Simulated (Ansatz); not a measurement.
# C₂H₈F₂In₂: basis-set convergence

One table from this session's results is given with a row withheld; the runs are named, their logs left out.

Method: one geometry, several basis sets; program: Ansatz 0.2.0, Gaussian basis.

Levels to be run: PBE0-D4/def2-SVP; ωB97M-V/def2-SVP; PBE0-D4/def2-QZVPP; ωB97M-V/def2-QZVPP; the functionals' def2-TZVPP values are taken from earlier runs.

## The relaxed structure

The geometry comes from an earlier relaxation with PBE0-D4 in a triple-zeta def2 set; it is a stationary point, not always the lowest conformer. In takes the def2 core potential; no spin-orbit term is included.

SMILES `[CH3][In@H-]1[F+][In@H-]([CH3])[F+]1`, 14 atoms, charge 0, spin multiplicity 1.

Atoms are counted from 1 here; the program's logs count them from 0.

Bond lengths: C1–In2 2.125 Å, C1–H7 1.090 Å, C1–H8 1.090 Å, C1–H9 1.091 Å, In2–F3 2.149 Å, In2–F6 2.149 Å, In2–H10 1.703 Å, F3–In4 2.150 Å, In4–C5 2.125 Å, In4–F6 2.149 Å, In4–H11 1.703 Å, C5–H12 1.090 Å, C5–H13 1.090 Å, C5–H14 1.091 Å. Angles: In2–C1–H7 111.3°, In2–C1–H8 108.2°, In2–C1–H9 110.1°, H7–C1–H8 109.2°, H7–C1–H9 108.9°, H8–C1–H9 109.1°, C1–In2–F3 104.0°, C1–In2–F6 103.6°, C1–In2–H10 144.6°, F3–In2–F6 76.4°, F3–In2–H10 103.8°, F6–In2–H10 103.9°, In2–F3–In4 103.6°, F3–In4–C5 103.6°, F3–In4–F6 76.4°, F3–In4–H11 103.8°, C5–In4–F6 104.1°, C5–In4–H11 144.7° and more.

The first run:

in.yaml reads:

```yaml
crystal:
  periodic: [false, false, false]
  atoms:
    - {symbol: C, position_ang: [-1.557004, 1.244487, 2.358001]}
    - {symbol: In, position_ang: [0.145566, 1.287011, 1.087456]}
    - {symbol: F, position_ang: [-0.640506, 0.793159, -0.850865]}
    - {symbol: In, position_ang: [-0.142354, -1.284877, -1.083588]}
    - {symbol: C, position_ang: [1.553415, -1.251125, -2.363485]}
    - {symbol: F, position_ang: [0.652608, -0.788184, 0.850754]}
    - {symbol: H, position_ang: [-1.991260, 2.237874, 2.471562]}
    - {symbol: H, position_ang: [-2.296687, 0.577533, 1.914648]}
    - {symbol: H, position_ang: [-1.280982, 0.865907, 3.342755]}
    - {symbol: H, position_ang: [1.598573, 2.104551, 0.741390]}
    - {symbol: H, position_ang: [-1.597201, -2.094423, -0.726031]}
    - {symbol: H, position_ang: [1.729944, -2.218132, -2.833650]}
    - {symbol: H, position_ang: [2.424901, -0.973933, -1.769552]}
    - {symbol: H, position_ang: [1.400986, -0.499860, -3.139393]}
basis:
  gaussian: {orbitals: def2-SVP}
hamiltonian: {xc: pbe0, dispersion: d4}
output: {orbitals: {seedname: orbitals}}
```

Command:

```console
$ ansatz run in.yaml --threads 4 --pin off --events-out ev --progress --plain --max-ram 11315MiB
```

Among the steps run: PBE0-D4 in def2-SVP; ωB97M-V in def2-SVP; PBE0-D4 in def2-QZVPP; ωB97M-V in def2-QZVPP.

One table of the session follows, with a row left open; its other results are not shown here.

It belongs to the step «Density functionals: the series». 

```
functional       basis  HOMO (eV)
   PBE0-D4    def2-SVP      -7.83
   PBE0-D4  def2-TZVPP      -7.90
   PBE0-D4  def2-QZVPP      -7.91
   ωB97M-V    def2-SVP      -9.99
   ωB97M-V  def2-TZVPP     -10.08
   ωB97M-V  def2-QZVPP          ?
```

Q: Estimate the row for ωB97M-V, def2-QZVPP from the others.

**Answer.** HOMO (eV): -10.09. In the column «HOMO (eV)» it is the lowest.
